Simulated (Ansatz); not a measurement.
# V: the cost of one run

Program: Ansatz 0.2.0. Level of theory: DFT PBEsol, scalar-relativistic. These are calculated values, not measurements.

## 1. The structure to begin with

Symmetry: Im-3m, No. 229, cubic system. The conventional cell has a = 3.026 Å, b = 3.026 Å, c = 3.026 Å, α = 90.00°, β = 90.00°, γ = 90.00°. Around V (site symmetry m-3m) lie 8 V at 2.62 Å.

Coordinates:

```
V
1.0
    -1.51300    1.51300    1.51300
     1.51300   -1.51300    1.51300
     1.51300    1.51300   -1.51300
V
1
Direct
  0.00000 0.00000 0.00000
```

## 2. The deformed structure

Space group Im-3m before, R-3m after.

## 3. All-electron LAPW

The input, input.yaml:

```yaml
crystal:
  lattice:
    - [-1.46761, 1.513, 1.513]
    - [1.513, -1.46761, 1.513]
    - [1.513, 1.513, -1.46761]
  atoms:
    - { symbol: V, position: [0.0, 0.0, 0.0], spin: 1.5 }
magnetization:
  spin_polarized: true
kpoints:
  mp_grid: { grid: [19, 19, 19] }
  band_path:
    path:
      - [0.0, 0.0, 0.0]
      - [0.0, 0.0, 0.5]
      - [-0.5, 0.5, 0.5]
      - [-0.7422118581, 0.2577881419, 0.2577881419]
      - [0.2577881419, 0.2577881419, 0.2577881419]
      - [0.0, 0.0, 0.0]
      - [-0.5, 0.0, 0.5]
    npoints: 5
scf:
  occupations: { method: fermi_dirac, width: 0.03 }
hamiltonian:
  xc: pbesol
  pseudopotentials: { kind: all_electron, lapw: { basis_error: 0.001 } }
output:
  forces: true
  stress: true
  eigenvalues: true
```

Started as:

```console
ansatz run input.yaml --threads 1 --pin off --max-ram 3072MiB --backend cpu --events-out ev --progress --plain --runs-dir out
```

Q: Estimate wall time and peak memory on 1 thread of Intel Xeon Platinum 8488C (Sapphire Rapids), shared host.

About 72 s, with a peak of 0.88 GiB.
